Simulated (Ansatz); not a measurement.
# Cd3Sn: the cost of one run

Program: Ansatz 0.2.0. Level of theory: reference: DFT r2SCAN, plane waves, PAW, scalar-relativistic, no spin polarisation. These are calculated values, not measurements.

1 further run of the same task is left out (it didn't finish).

### Step 1. The system as given

Symmetry: Pmmn, No. 59, orthorhombic system. Conventional cell: a = 4.960 Å, b = 6.303 Å, c = 5.442 Å, α = 90.00°, β = 90.00°, γ = 90.00°. Cd (site symmetry mm2) is surrounded by 8 Cd at 3.07 to 3.14 Å and 4 Sn at 3.07 to 3.15 Å. Sn (site symmetry mm2) has 12 Cd at 3.07 to 3.15 Å as nearest neighbours. Cd (site symmetry m) has 8 Cd at 3.07 to 3.15 Å and 4 Sn at 3.07 to 3.14 Å as nearest neighbours.

Structure file:

```cif
data_structure
_symmetry_space_group_name_H-M 'Pmmn:1'
_symmetry_Int_Tables_number 59
_cell_length_a 4.9596
_cell_length_b 6.3029
_cell_length_c 5.4418
_cell_angle_alpha 90.000
_cell_angle_beta 90.000
_cell_angle_gamma 90.000
_cell_volume 170.11
loop_
_atom_site_label
_atom_site_type_symbol
_atom_site_symmetry_multiplicity
_atom_site_Wyckoff_symbol
_atom_site_fract_x
_atom_site_fract_y
_atom_site_fract_z
_atom_site_occupancy
Cd1 Cd 2 b 0.50000 0.00000 0.33300 1
Sn1 Sn 2 a 0.00000 0.00000 0.66700 1
Cd2 Cd 4 e 0.00000 0.25000 0.16700 1
```

### Step 2. Reference

The input, input.yaml:

```yaml
crystal:
  lattice:
    - [6.302879, 0.0, 0.0]
    - [0.0, 4.959643, 0.0]
    - [0.0, 0.0, 5.44183]
  atoms:
    - { symbol: Cd, position: [0.0, 0.5, 0.667] }
    - { symbol: Cd, position: [0.5, 0.0, 0.333] }
    - { symbol: Sn, position: [0.0, 0.0, 0.333] }
    - { symbol: Sn, position: [0.5, 0.5, 0.667] }
    - { symbol: Cd, position: [0.25, 0.0, 0.833] }
    - { symbol: Cd, position: [0.75, 0.0, 0.833] }
    - { symbol: Cd, position: [0.75, 0.5, 0.167] }
    - { symbol: Cd, position: [0.25, 0.5, 0.167] }
  symmetry: { tolerance: 0.0003 }
kpoints:
  mp_grid: { grid: [3, 4, 4], shift: [0, 0, 0] }
magnetization:
  spin_polarized: false
scf:
  occupations: { method: gaussian, width: 0.1383 }
hamiltonian:
  pseudopotentials: { kind: paw }
  xc: r2scan
basis:
  ecutwfc: 500
output:
  forces: true
  stress: true
  eigenvalues: true
```

Launch:

```bash
> ansatz run input.yaml --threads 1 --pin off --max-ram 2560MiB --backend cpu --events-out ev --progress --plain --runs-dir out
```

**Question.** How long does this run take on 1 thread of Arm Neoverse N1, shared host, and how much memory does it need?

About 68 s, with a peak of 0.86 GiB.
